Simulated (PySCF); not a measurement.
# KLi+: bond curves at several levels of theory

What are the lowest state that PBE0 finds, the bond length, vibrational wavenumber and bond energy of KLi+, and how much do these hang on the method?

Method: K 6-31G(d,p), Li 6-31G(d,p), no relativity; program: PySCF 2.14.0.

### 1 Set-up

A driver script around PySCF takes these settings:

```json
{
  "atoms": "K, Li",
  "charge": "1",
  "basis": "K 6-31G(d,p), Li 6-31G(d,p)",
  "Hamiltonian": "no relativity",
  "basis functions": "46",
  "electrons treated": "21",
  "masses in u": "38.9637, 7.0160",
  "levels": "PBE0, PBE, r²SCAN, revPBE, BLYP, HF, MP2, SCS-MP2, CCSD, CCSD(T)",
  "grid": "80 radial by 434 angular points",
  "occupations": "held fixed by the projection of orbital angular momentum",
  "dissociation limit": "K+ + Li, each in its ground configuration",
  "starting distance in angstrom": "3.330",
  "values of 2S to try": "1, 3"
}
```

Launch:

```
$ OMP_NUM_THREADS=1 python dia.py task.json out
```

The runs that follow: The PBE0 curve of the state that the search chose; PBE; r²SCAN (meta-GGA); revPBE; BLYP; UHF; Correlated methods on the Hartree–Fock reference.

**Question.** What will these runs give? Wanted: for each run, Re; ωe; De; μ.

The runs gave:

Lowest PBE0 solution found, without spin–orbit coupling: ²Σ⁺ (doublet), unpaired electrons σ ↑.

| level | Re (Å) | ωe (cm⁻¹) | De (eV) | μ (D) |
| --- | --- | --- | --- | --- |
| UHF | 4.042 | 140.0 | 0.489 | 3.00 |
| UHF-MP2 | 3.993 | 144.4 | 0.53 | n/a |
| UHF-SCS-MP2 | 4.002 | 143.9 | 0.52 | n/a |
| UHF-CCSD | 3.992 | 144.4 | 0.53 | n/a |
| UHF-CCSD(T) | 3.991 | 144.6 | 0.53 | n/a |
| PBE | 3.898 | 136.8 | 0.57 | 3.55 |
| revPBE | 3.941 | 133.8 | 0.55 | 3.49 |
| BLYP | 3.900 | 131.8 | 0.55 | 3.49 |
| r²SCAN | 3.887 | 143.6 | 0.56 | 3.32 |
| PBE0 | 3.903 | 141.2 | 0.56 | 3.41 |

De is counted to K+ + Li in their ground configurations. A positive dipole points from K to Li; in an ion it is taken about the centre of mass and does not tell which atom is negative.

In words: The methods spread over 0.155 Å in bond length, from r²SCAN to UHF. CCSD(T) can't serve as the judge here: for a weak bond in this basis it is far from its limit. Of the levels with a De here, UHF gives the least (0.489 eV) and PBE the most (0.57 eV).

Correlated steps freeze 5 core orbitals.
